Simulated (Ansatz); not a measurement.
Geometry optimisation, Ansatz 0.2.0, DFT PBEsol, scalar-relativistic, plane waves, PAW.

input.yaml

```yaml
accuracy: low
crystal:
  lattice:
    - [5.048742, 0.0, 0.0]
    - [2.524371, 4.372339, 0.0]
    - [0.0, 0.0, 16.776426]
  atoms:
    - { symbol: H, position: [0.1666667, 0.1666667, 0.0596075] }
    - { symbol: H, position: [0.6666667, 0.1666667, 0.0596075] }
    - { symbol: H, position: [0.1666667, 0.6666667, 0.0596075] }
    - { symbol: H, position: [0.6666667, 0.6666667, 0.0596075] }
    - { symbol: C, position: [0.1666667, 0.1666667, 0.1251757] }
    - { symbol: C, position: [0.6666667, 0.1666667, 0.1251757] }
    - { symbol: C, position: [0.1666667, 0.6666667, 0.1251757] }
    - { symbol: C, position: [0.6666667, 0.6666667, 0.1251757] }
    - { symbol: C, position: [-0.1666667, 0.3333333, 0.1558905] }
    - { symbol: C, position: [0.3333333, 0.3333333, 0.1558905] }
    - { symbol: C, position: [-0.1666667, 0.8333333, 0.1558905] }
    - { symbol: C, position: [0.3333333, 0.8333333, 0.1558905] }
    - { symbol: C, position: [-0.1666667, 0.3333333, 0.248035] }
    - { symbol: C, position: [0.3333333, 0.3333333, 0.248035] }
    - { symbol: C, position: [-0.1666667, 0.8333333, 0.248035] }
    - { symbol: C, position: [0.3333333, 0.8333333, 0.248035] }
    - { symbol: C, position: [0.0, 0.0, 0.2787498] }
    - { symbol: C, position: [0.5, 0.0, 0.2787498] }
    - { symbol: C, position: [0.0, 0.5, 0.2787498] }
    - { symbol: C, position: [0.5, 0.5, 0.2787498] }
    - { symbol: H, position: [0.5, 0.0, 0.344318] }
    - { symbol: H, position: [0.0, 0.5, 0.344318] }
    - { symbol: H, position: [0.5, 0.5, 0.344318] }
    - { symbol: H, position: [0.3460798, 0.809022, 0.3258397] }
basis:
  ecutwfc: 420.0
kpoints:
  mp_grid: { grid: [3, 3, 1] }
hamiltonian:
  xc: pbesol
  pseudopotentials: { kind: paw, azcp: { folder: soft_1 } }
scf:
  occupations: { method: fermi_dirac, width: 0.02 }
  lower_state_search: "off"
relax:
  f_tol: 0.08
  max_steps: 25
  adjacent_minimum: "off"
  constraints: [{ sites: [0, 1, 2, 3, 4, 5, 6, 7, 8, 9, 10, 11] }]
output:
  write_density: true
  write_potential: true
  elf: true
  volumetric_format: npy
```

Run as:

```bash
$ ansatz run input.yaml --threads 1 --pin off --max-ram 3072MiB --backend cpu --events-out ev --progress --plain --runs-dir out
```

Q: Where does it end, and by what steps?

A: It converged. The force dipped under the threshold on the way, but the program's further checks kept it going. Limits of this set-up: thin slab, slab without dipole correction, open-shell adsorbate without spin, PAW files made for another functional, low accuracy level. After 9 steps the energy has fallen by 5.246 eV; H24 moved furthest, 1.54 Å. Joined: C17–H24 (1.71 → 1.11 Å).

```
step  energy less start (eV)  largest force component (eV/Å)  accepted
   0                  0.0000                           2.915       yes
   1                 -0.9554                           3.771       yes
   2                 -2.0063                           4.218       yes
   3                 -3.0676                           3.936       yes
   4                 -3.9917                           2.667       yes
   5                 -4.5752                           1.929       yes
   6                 -4.9457                           1.217       yes
   7                 -5.1770                           0.567       yes
   8                 -5.2465                           0.016       yes
   9                 -5.2465                           0.016       yes
```

```xyz
24
Lattice="5.0487 0.0000 0.0000 2.5244 4.3723 0.0000 0.0000 0.0000 16.7764" Properties=species:S:1:pos:R:3
H 1.262 0.729 1.000
H 3.787 0.729 1.000
H 2.524 2.915 1.000
H 5.049 2.915 1.000
C 1.262 0.729 2.100
C 3.787 0.729 2.100
C 2.524 2.915 2.100
C 5.049 2.915 2.100
C 0.000 1.457 2.615
C 2.524 1.457 2.615
C 1.262 3.644 2.615
C 3.787 3.644 2.615
C -0.001 1.458 4.159
C 2.524 1.458 4.159
C 1.262 3.644 4.158
C 3.786 3.644 4.158
C 0.000 0.000 4.642
C 2.523 0.001 4.642
C 1.261 2.187 4.642
C 3.786 2.187 4.642
H 2.521 0.001 5.755
H 1.258 2.189 5.755
H 3.784 2.190 5.755
H 2.526 4.370 5.755
```

Whether the end is a true minimum wasn't checked by a vibrational analysis.

Time of the run: 100 s on 1 thread of Arm Neoverse V1, on a shared host, peak memory 0.5 GiB.
